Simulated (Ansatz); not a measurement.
# SiAsH₃ (triplet): wave-function methods side by side, cc-pVDZ

How much of the correlation energy of SiAsH₃ (triplet) does each wave-function method recover here?

The runs use Ansatz 0.2.0, Gaussian basis; cc-pVDZ, core rule «outside noble gas», up to 19 orbitals frozen.

Plan: UHF; CCSD(T) on ROHF; CCSD(T) on UHF; BCCD(T) on ROHF; CISD; CCSDT(Q) on ROHF; CCSDT(Q) on UHF; CASSCF and NEVPT2, 12 electrons in 11 orbitals.

17 further runs of the same task are left out: 7 that didn't finish, 10 set aside as unsound or not needed.

### Step 1. The system

The geometry is a PBE0/def2-TZVP stationary point (not a proven minimum) of the parent state, kept for this charge and spin. No spin-orbit coupling is included. The filled d shell of As may be among the frozen orbitals whatever the setting's name suggests; the logs give the count.

5 atoms, charge 0, spin multiplicity 3.

Atoms are counted from 1 here; the program's logs count them from 0.

Bond lengths: Si1–As2 2.166 Å, Si1–H3 1.483 Å, Si1–H4 1.483 Å, As2–H5 1.527 Å. Angles: As2–Si1–H3 126.6°, As2–Si1–H4 122.0°, H3–Si1–H4 111.4°, Si1–As2–H5 88.3°.

### Step 2. UHF

in.yaml

```yaml
crystal:
  periodic: [false, false, false]
  atoms:
    - {symbol: Si, position_ang: [0.000000, 0.017809, 1.534798]}
    - {symbol: As, position_ang: [0.000000, -0.026897, -0.630834]}
    - {symbol: H, position_ang: [0.000000, 1.226230, 2.395086]}
    - {symbol: H, position_ang: [0.000000, -1.223246, 2.346849]}
    - {symbol: H, position_ang: [0.000000, 1.500097, -0.617182]}
basis:
  gaussian: {orbitals: cc-pVDZ}
magnetization: {spin_polarized: true, initial_magnetization: 2}
hamiltonian: {xc: hf}
output: {orbitals: {seedname: orbitals}}
```

Run with:

```console
$ ansatz run in.yaml --threads 1 --pin off --events-out ev --progress --plain --max-ram 2393MiB
```

The runs that follow: CCSD(T) on ROHF; CCSD(T) on UHF; BCCD(T) on ROHF; CISD; CCSDT(Q) on ROHF; CCSDT(Q) on UHF; CASSCF and NEVPT2, 12 electrons in 11 orbitals.

**Question.** What will the summary of the whole plan be? Wanted: UCCSDT(Q) below the RHF energy; RMP2 from UCCSDT(Q); UMP2 from UCCSDT(Q); RCCSD from UCCSDT(Q); RCCSD(T) from UCCSDT(Q); UCCSD(T) from UCCSDT(Q); RCCSDT(Q) from UCCSDT(Q); NEVPT2 valence from UCCSDT(Q); T1 diagnostic.

As calculated:

```
                         quantity                                                   value
   UCCSDT(Q) below the RHF energy                                              -6.2757 eV
              RMP2 from UCCSDT(Q)                                           +121.4 kJ/mol
              UMP2 from UCCSDT(Q)                                           +123.2 kJ/mol
             RCCSD from UCCSDT(Q)                                            +19.5 kJ/mol
          RCCSD(T) from UCCSDT(Q)                                             +4.1 kJ/mol
          UCCSD(T) from UCCSDT(Q)                                             +3.8 kJ/mol
         RCCSDT(Q) from UCCSDT(Q)                                             +0.3 kJ/mol
    NEVPT2 valence from UCCSDT(Q)                                           +110.2 kJ/mol
levels within 1 kcal/mol (43 meV)  RCCSD(T), UCCSD(T), BCCD(T), RCCSDT, UCCSDT, RCCSDT(Q)
                    T1 diagnostic                                                   0.019
   effectively unpaired electrons                                                    2.03
```

What this shows: RCCSD(T) misses by +4.1 kJ/mol, 0.7 % of the correlation energy. One determinant dominates. These misses are within one basis, not against nature; the frozen cores of restricted and unrestricted runs differ, which can shift their rows.
